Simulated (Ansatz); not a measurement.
# BaYb2NbRh3: the cost of one run

Method: DFT PBE, scalar-relativistic, plane waves, PAW, unless a step names another level, in Ansatz 0.2.0.

17 further runs of the same task are left out: 5 that didn't finish, 12 set aside as unsound or not needed.

### 1 Plan

Pauling electronegativities: Ba 0.89, Yb 1.10, Nb 1.60, Rh 2.28 (spread 1.39). No set of common oxidation states balances it. Tabulated atomic sizes suggest about 19 Å³/atom. 24 candidates were drawn, by swapping species into database cells of other compounds, at random by space group and Wyckoff sites, or by hand, as the table says:

```
name                   made from  space group no.                       Wyckoff sites  atoms (primitive cell)  V (Å³/atom)
 c01                      random              123      Ba 1a; Yb 2f; Nb 1d; Rh 2e, 1b                       7         22.4
 c02                      random              123      Ba 1c; Yb 2f; Nb 1d; Rh 2g, 1b                       7         22.0
 c03                      random              191          Ba 1b; Yb 2c; Nb 1a; Rh 3g                       7         19.9
 c04                      random               99      Ba 1a; Yb 2c; Nb 1b; Rh 2c, 1a                       7         22.7
 c05                      random               99      Ba 1b; Yb 2c; Nb 1a; Rh 2c, 1b                       7         21.7
 c06                      random              191          Ba 1b; Yb 2d; Nb 1a; Rh 3f                       7         22.8
 c07                      random              164          Ba 1b; Yb 2d; Nb 1a; Rh 3e                       7         22.4
 c08                      random              164          Ba 1b; Yb 2d; Nb 1a; Rh 3f                       7         20.4
 c09                      random              123      Ba 1b; Yb 2f; Nb 1d; Rh 2g, 1a                       7         24.6
 c10   database cell of Ba3ZnN2O              123      Ba 1b; Yb 2h; Nb 1c; Rh 2g, 1d                       7         20.7
 c11                      random              189          Ba 1a; Yb 2d; Nb 1b; Rh 3g                       7         21.5
 c12  database cell of InRh3PbS2              166          Ba 3b; Yb 6c; Nb 3a; Rh 9e                       7         18.6
 c13                      random              123      Ba 1a; Yb 2e; Nb 1c; Rh 2f, 1d                       7         23.9
 c14                      random              189          Ba 1b; Yb 2c; Nb 1a; Rh 3f                       7         23.5
 c15                      random               65      Ba 2a; Yb 4j; Nb 2b; Rh 4k, 2c                       7         24.7
 c16  database cell of InCo3SnS2              166          Ba 3a; Yb 6c; Nb 3b; Rh 9e                       7         16.9
 c17   database cell of Ba3ZnN2O              123      Ba 1c; Yb 2h; Nb 1b; Rh 2g, 1d                       7         20.7
 c18                      random              187  Ba 1e; Yb 1b, 1f; Nb 1c; Rh 2g, 1d                       7         24.0
 c19                      random               99      Ba 1a; Yb 2c; Nb 1a; Rh 1b, 2c                       7         24.3
 c20                      random              187      Ba 1b; Yb 2h; Nb 1d; Rh 2i, 1e                       7         19.2
 c21                      random              187  Ba 1a; Yb 1e, 1b; Nb 1f; Rh 2h, 1c                       7         24.6
 c22                      random              191          Ba 1a; Yb 2d; Nb 1b; Rh 3f                       7         19.3
 c23                      random              123      Ba 1d; Yb 2f; Nb 1b; Rh 1a, 2g                       7         20.8
 c24                      random              123      Ba 1d; Yb 2g; Nb 1c; Rh 2h, 1b                       7         20.3
```

### 2 Screening run of c12

input.yaml

```yaml
crystal:
  lattice:
    - [2.84846924, 1.64456448, 4.63170078]
    - [-2.84846924, 1.64456448, 4.63170078]
    - [0.0, -3.28912896, 4.63170078]
  atoms:
    - { symbol: Ba, position: [0.5, 0.5, 0.5] }
    - { symbol: Yb, position: [0.781726, 0.781726, 0.781726] }
    - { symbol: Yb, position: [0.218274, 0.218274, 0.218274] }
    - { symbol: Nb, position: [0.0, 0.0, 0.0] }
    - { symbol: Rh, position: [0.5, 0.5, 0.0] }
    - { symbol: Rh, position: [0.0, 0.5, 0.5] }
    - { symbol: Rh, position: [0.5, 0.0, 0.5] }
basis:
  ecutwfc: 420
kpoints:
  mp_grid: { grid: [4, 4, 4] }
hamiltonian:
  xc: pbe
scf:
  occupations: { method: gaussian, width: 0.2 }
  lower_state_search: "off"
output:
  forces: true
  stress: true
  eigenvalues: true
relax:
  adjacent_minimum: "off"
  f_tol: 0.08
  max_steps: 16
  cell: { stress_tol: 0.8 }
```

Launch:

```console
ansatz run input.yaml --threads 1 --pin off --max-ram 2560MiB --backend cpu --events-out ev --progress --plain --runs-dir out
```

**Question.** How long does this run take on 1 thread of Arm Neoverse V2, shared host, and how much memory does it need?

About 90 s, with a peak of 0.55 GiB.
